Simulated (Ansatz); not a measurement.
**C₂H₈BNSi: basis-set convergence**

Aim: see how fast density functionals and correlated methods converge with the basis set for C₂H₈BNSi.

Computed with Ansatz 0.2.0, Gaussian basis. Level: one geometry, several basis sets.

Levels to be run: PBE0-D4/def2-SVP; ωB97M-V/def2-SVP; PBE0-D4/def2-QZVPP; ωB97M-V/def2-QZVPP; CCSD(T)/cc-pV(D+d)Z; CCSD(T)/cc-pV(T+d)Z; MP2/cc-pV(Q+d)Z; the functionals' def2-TZVPP values are taken from earlier runs.

## (1) The relaxed structure

An earlier PBE0-D4 in a triple-zeta def2 set relaxation fixed the geometry.

SMILES `BN([SiH3])C=C`, 13 atoms, charge 0, spin multiplicity 1.

Atoms are counted from 1 here; the program's logs count them from 0.

Bond lengths: B1–N2 1.408 Å, B1–H6 1.197 Å, B1–H7 1.194 Å, N2–Si3 1.765 Å, N2–C4 1.404 Å, Si3–H8 1.485 Å, Si3–H9 1.478 Å, Si3–H10 1.485 Å, C4–C5 1.329 Å, C4–H11 1.086 Å, C5–H12 1.084 Å, C5–H13 1.081 Å. Angles: N2–B1–H6 118.8°, N2–B1–H7 119.4°, H6–B1–H7 121.8°, B1–N2–Si3 121.0°, B1–N2–C4 120.1°, Si3–N2–C4 118.9°, N2–Si3–H8 109.8°, N2–Si3–H9 107.3°, N2–Si3–H10 109.8°, H8–Si3–H9 110.7°, H8–Si3–H10 108.6°, H9–Si3–H10 110.7°, N2–C4–C5 126.1°, N2–C4–H11 113.4°, C5–C4–H11 120.5°, C4–C5–H12 123.2°, C4–C5–H13 119.8°, H12–C5–H13 117.0°.

Geometry (Å):

```xyz
13
charge 0, multiplicity 1
B    -1.6764    0.8473    0.4856
N    -0.4554    0.2350    0.1455
Si    0.9237    0.2865    1.2463
C    -0.3192   -0.4293   -1.0836
C     0.7729   -1.0451   -1.5240
H    -2.5866    0.7886   -0.2903
H    -1.7784    1.4091    1.5347
H     1.3278   -1.0954    1.6098
H     0.5018    1.0390    2.4458
H     2.0705    0.9574    0.5831
H    -1.2205   -0.4057   -1.6888
H     1.6959   -1.0957   -0.9572
H     0.7645   -1.5265   -2.4922
```

## (2) PBE0-D4 in def2-SVP

The input, in.yaml:

```yaml
crystal:
  periodic: [false, false, false]
  atoms:
    - {symbol: B, position_ang: [-1.676447, 0.847261, 0.485624]}
    - {symbol: N, position_ang: [-0.455431, 0.235020, 0.145483]}
    - {symbol: Si, position_ang: [0.923693, 0.286505, 1.246290]}
    - {symbol: C, position_ang: [-0.319210, -0.429258, -1.083581]}
    - {symbol: C, position_ang: [0.772919, -1.045068, -1.524005]}
    - {symbol: H, position_ang: [-2.586572, 0.788571, -0.290273]}
    - {symbol: H, position_ang: [-1.778394, 1.409052, 1.534721]}
    - {symbol: H, position_ang: [1.327780, -1.095369, 1.609783]}
    - {symbol: H, position_ang: [0.501810, 1.039019, 2.445787]}
    - {symbol: H, position_ang: [2.070456, 0.957421, 0.583133]}
    - {symbol: H, position_ang: [-1.220472, -0.405734, -1.688797]}
    - {symbol: H, position_ang: [1.695905, -1.095747, -0.957195]}
    - {symbol: H, position_ang: [0.764462, -1.526472, -2.492171]}
basis:
  gaussian: {orbitals: def2-SVP}
hamiltonian: {xc: pbe0, dispersion: d4}
output: {orbitals: {seedname: orbitals}}
```

Command:

```console
$ ansatz run in.yaml --threads 2 --pin off --events-out ev --progress --plain --max-ram 22528MiB --backend cpu
```

Further steps of the session: ωB97M-V in def2-SVP; PBE0-D4 in def2-QZVPP; ωB97M-V in def2-QZVPP; CCSD(T) in cc-pV(D+d)Z; CCSD(T) in cc-pV(T+d)Z; MP2 in cc-pV(Q+d)Z.

**Question.** What will the summary of the whole plan be? Wanted: MP2 correlation recovered, cc-pV(D+d)Z; MP2 correlation recovered, cc-pV(T+d)Z; MP2 correlation recovered, cc-pV(Q+d)Z; CCSD(T) limit from def2 sets; PBE0-D4: double and triple zeta above quadruple; ωB97M-V: double and triple zeta above quadruple.

The runs gave:

| quantity | value |
| --- | --- |
| MP2 correlation recovered, cc-pV(D+d)Z | 73.3 % |
| MP2 correlation recovered, cc-pV(T+d)Z | 89.9 % |
| MP2 correlation recovered, cc-pV(Q+d)Z | 95.8 % |
| CCSD(T) limit from def2 sets (earlier runs) less the limit of this series | -23 meV |
| PBE0-D4: double and triple zeta above quadruple | 8.12, 0.53 eV |
| ωB97M-V: double and triple zeta above quadruple | 8.38, 0.49 eV |

What this shows: PBE0-D4 gains 7.60 eV from double to triple zeta, then 0.53 eV more. Correlation climbs from 73 % (cc-pV(D+d)Z) to 96 % (cc-pV(Q+d)Z) of the limit; Hartree-Fock is 0.119 eV from its own by then. A limit from the def2 sets, made apart, differs by 23 meV, a least measure of the doubt on such a limit. Total energies overstate the basis error of differences, where much of it tends to cancel. The LUMO of ωB97M-V is positive and keeps falling with the basis (1.55 to 0.99 eV): an unbound level that the basis holds in place.
